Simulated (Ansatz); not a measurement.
Predict the output of the script below (the Python package of Ansatz (0.2.0)).

`tae_ch7alasn.py`
```python
# -*- coding: utf-8 -*-
from collections import Counter
from dataclasses import dataclass

import ansatz as az


@dataclass
class Options:
    basis: str = "6-31G*"
    xc: str = "r2scan"


settings = Options()


def single_point(molecule, charge=0, unpaired=0):
    calc = (
        molecule.calculation()
        .basis(gaussian=settings.basis)
        .functional(settings.xc)
    )
    if charge:
        calc = calc.charge(charge)
    if unpaired:
        calc = calc.spin("collinear", total=unpaired)
    return calc.run().report["free_energy_ev"]

geometry_ang = [
    ("C", (-0.4761, 1.8688, 0.2016)),
    ("N", (-0.441, 0.4711, 0.4)),
    ("As", (1.1881, -0.138, -0.3339)),
    ("Al", (0.8131, -2.4585, 0.2521)),
    ("H", (-1.4884, 2.2803, 0.5725)),
    ("H", (-0.4697, 2.1715, -0.8956)),
    ("H", (0.3256, 2.4297, 0.7339)),
    ("H", (-1.1675, 0.043, -0.1556)),
    ("H", (0.6405, -0.2833, -1.7205)),
    ("H", (-0.6992, -3.082, -0.0337)),
    ("H", (1.8399, -3.3597, 0.9998)),
]
molecule = az.Crystal.molecule()
for symbol, xyz in geometry_ang:
    molecule = molecule.atom(symbol, xyz)

unpaired = {"C": 2, "N": 3, "As": 3, "Al": 1, "H": 1}
counts = Counter(site.symbol for site in molecule.cartesian_sites)
atom_energy = {s: single_point(az.Crystal.molecule().atom(s, (0, 0, 0)), 0, unpaired[s]) for s in counts}
whole = single_point(molecule, 0, 0)
for s, e in atom_energy.items():
    print(f"{s:2s} x{counts[s]}  {e:14.5f} eV")
print(f"CH7AlAsN: {whole:.5f} eV")
split = sum(counts[s] * e for s, e in atom_energy.items()) - whole
print(f"atomisation energy (no zero-point term): {96.485332 * split:.1f} kJ/mol, {split / sum(counts.values()):.3f} eV an atom")
```

```console
$ python tae_ch7alasn.py
C  x1     -1029.12978 eV
N  x1     -1484.70037 eV
As x1    -60831.43162 eV
Al x1     -6593.64860 eV
H  x7       -13.55744 eV
CH7AlAsN: -70067.21073 eV
atomisation energy (no zero-point term): 3222.4 kJ/mol, 3.036 eV an atom
```

3222.4 kJ/mol from the electronic energies, without the zero-point term.

What to keep in mind:
- Total energies depend on the basis set; only differences at equal settings carry meaning.
- The geometry is a force-field or estimated start, not a minimum of this method, and the basis set is short of its limit. All parts are taken at fixed geometry, without zero-point energy.
- Finished in 12 s on 1 thread of Arm Neoverse V2 (shared host), peak memory 0.22 GiB.
